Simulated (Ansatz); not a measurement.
# Be8: the cost of one run

Program: Ansatz 0.2.0, Gaussian basis. Level of theory: the settings change from run to run. These are calculated values, not measurements.

2 further runs of the same task are left out: 2 set aside as unsound or not needed.

## Step 1: The relaxed structure

An earlier r2SCAN/def2-SVP relaxation fixed the geometry.

8 atoms, charge 1, spin multiplicity 2.

Atoms are counted from 1 here; the program's logs count them from 0.

Bond lengths: Be1–Be4 2.068 Å, Be1–Be7 2.129 Å, Be1–Be8 2.127 Å, Be2–Be3 2.112 Å, Be2–Be5 2.037 Å, Be2–Be7 2.068 Å, Be3–Be5 2.068 Å, Be3–Be6 2.147 Å, Be4–Be6 2.112 Å, Be4–Be8 2.037 Å, Be5–Be7 2.127 Å, Be6–Be8 2.068 Å. Angles: Be4–Be1–Be7 67.1°, Be4–Be1–Be8 58.1°, Be7–Be1–Be8 102.4°, Be3–Be2–Be5 59.7°, Be3–Be2–Be7 82.6°, Be5–Be2–Be7 62.4°, Be2–Be3–Be5 58.3°, Be2–Be3–Be6 102.3°, Be5–Be3–Be6 66.9°, Be1–Be4–Be6 82.7°, Be1–Be4–Be8 62.4°, Be6–Be4–Be8 59.8°, Be2–Be5–Be3 61.9°, Be2–Be5–Be7 59.5°, Be3–Be5–Be7 82.3°, Be3–Be6–Be4 102.3°, Be3–Be6–Be8 66.9°, Be4–Be6–Be8 58.3° and more.

## Step 2: PBE0/6-31++G**

Set apart from the defaults: a point charge of 2.00 e beside it.

File in.yaml:

```yaml
crystal:
  periodic: [false, false, false]
  atoms:
    - {symbol: Be, position_ang: [-1.375682, -0.459354, 0.314125]}
    - {symbol: Be, position_ang: [0.436559, -1.884797, 0.584319]}
    - {symbol: Be, position_ang: [0.650632, 0.079134, 1.332213]}
    - {symbol: Be, position_ang: [-1.323624, 0.970376, -1.179306]}
    - {symbol: Be, position_ang: [1.904602, -0.668479, -0.131943]}
    - {symbol: Be, position_ang: [0.643545, 1.254795, -0.464245]}
    - {symbol: Be, position_ang: [0.071450, -0.884883, -1.188859]}
    - {symbol: Be, position_ang: [-1.007481, 1.593208, 0.733705]}
basis:
  gaussian: {orbitals: "6-31++G**", point_charges: [{charge: 2.00, position_ang: [6.819, -0.080, 0.848]}]}
total_charge: 1
magnetization: {spin_polarized: true, initial_magnetization: 1}
hamiltonian: {xc: {name: PBE0}}
scf: {omitted_lower_state_checks: [starts]}
output: {forces: true}
```

Command:

```sh
> ansatz run in.yaml --threads 4 --pin off --events-out ev --progress --plain --max-ram 3916MiB
```

What time and memory should one allow on 4 threads of Arm Neoverse V1, shared host?

About 25 s, with a peak of 0.55 GiB.
